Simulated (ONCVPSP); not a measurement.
**Pseudopotential generation for nickel: ONCV, LDA (Perdew-Wang 92)**

Aim: build the potential from the settings below, then test how well it stands in for the atom: other configurations, scattering, ghost states and the plane-wave cutoff that it needs.

The numbers are computed with ONCVPSP 4.0.1.1 (patched build) (LDA (Perdew-Wang 92), scalar-relativistic, spin-unpolarised reference atom).

## 1. The atom and the settings

The settings as typed:

* element: nickel (Ni, Z = 28)
* type: optimised norm-conserving Vanderbilt (ONCV)
* frozen core: [Ne]
* valence charge: 18
* reference configuration: 3s2 3p6 3d8 4s1 (charge +1)
* partial waves: 3s+4s: rc 1.10 bohr, ncon 4, nbas 9, qcut 9.2 1/bohr, 2 projectors; 3p: rc 0.85 bohr, ncon 5, nbas 9, qcut 9.9 1/bohr, 2 projectors, debl 1.8 Ha; 3d: rc 1.10 bohr, ncon 3, nbas 8, qcut 13.7 1/bohr, 2 projectors, debl 0.6 Ha
* local potential: polynomial inside 0.80 bohr (lpopt 5, dvloc0 0 Ha)
* core correction: not asked for

The outer shells as boxes (Hund's rule for the drawing; the calculation is spin-unpolarised):

```
[Ne] core
3s [↑↓]
3p [↑↓][↑↓][↑↓]
3d [↑↓][↑↓][↑↓][↑ ][↑ ]
4s [↑ ]
```

The nodes and maxima of the atom's own shells, from an earlier all-electron run, set the scale for the radii.

All-electron outer shells of the reference configuration (LDA (PZ), scalar-relativistic, ld1.x):

```
shell  level (eV)  outermost node (bohr)  outermost maximum (bohr)
   2p     -853.23                      –                      0.16
   3s     -119.69                   0.30                      0.64
   3p      -80.46                   0.27                      0.65
   3d      -18.26                      –                      0.63
   4s      -13.51                   0.92                      2.10
   4p       -7.80                   1.00                      2.63
```

## 2. Generation

File Ni.dat:

```
# ATOM AND REFERENCE CONFIGURATION
# atsym  z   nc   nv     iexc    psfile
  Ni 28.00    3    4  -001012      upf
#
#   n    l    f
    1    0    2.00
    2    0    2.00
    2    1    6.00
    3    0    2.00
    3    1    6.00
    3    2    8.00
    4    0    1.00
#
# PSEUDOPOTENTIAL AND OPTIMIZATION
# lmax
    2
#
#   l,   rc,      ep,       ncon, nbas, qcut
    0    1.10    0.00    4    9    9.20
    1    0.85    0.00    5    9    9.90
    2    1.10    0.00    3    8   13.70
#
# LOCAL POTENTIAL
# lloc, lpopt,  rc(5),   dvloc0
    4    5    0.80    0.00
#
# VANDERBILT-KLEINMAN-BYLANDER PROJECTORs
# l, nproj, debl
    0    2    2.50
    1    2    1.80
    2    2    0.60
#
# MODEL CORE CHARGE
# icmod, fcfact, rcfact
    0    0.00    0.00
#
# LOG DERIVATIVE ANALYSIS
# epsh1, epsh2, depsh
   -6.00    5.00    0.04
#
# OUTPUT GRID
# rlmax, drl
    6.00    0.01
#
# TEST CONFIGURATIONS
# ncnf
    4
# nvcnf
#   n    l    f
    4
    3    0    2.00
    3    1    6.00
    3    2    8.00
    4    0    2.00
#
    4
    3    0    2.00
    3    1    6.00
    3    2    8.00
    4    0    0.00
#
    4
    3    0    2.00
    3    1    6.00
    3    2    7.00
    4    0    0.00
#
    5
    3    0    2.00
    3    1    6.00
    3    2    7.00
    4    0    2.00
    4    1    1.00
#
```

Run with:

```
$ oncvpsp.x < Ni.dat > Ni.out
```

What does the calculation give? Wanted: cutoffs for 1 and 0.1 mHa per electron, occupied waves; bound ghosts; GHOST(+) flags; largest test error; largest phase difference near zero energy, channels read; projector energies reset by the program.

The runs gave:

```
                                                quantity                                     value
  cutoffs for 1 and 0.1 mHa per electron, occupied waves                          74 Ha and 320 Ha
                                            bound ghosts                                none found
                                          GHOST(+) flags                        none at low energy
                            largest test error (AE − PS)          +21 meV, for 3s2 3p6 3d7 4s2 4p1
largest phase difference near zero energy, channels read                                 0.000 rad
                 projector energies reset by the program  p: -2.957, 0.250 Ha; d: -0.671, 0.250 Ha
```

In words: The worst unpolarised test, 3s2 3p6 3d7 4s2 4p1, is off by 21 meV on 1.1 eV; by total energies transferability rates as good. The potential is very hard: the looser tolerance needs 74 Ha. The tighter tolerance needs 320 Ha, and converged work needs a cutoff nearer that. At the looser tolerance the 3d wave is the slowest; 3p needs 63 Ha. The program's ghost test flags no bound state. Near zero energy the phases of the channels with partial waves agree within 0.001 rad. These are tests on the free atom; a crystal test is still owed.
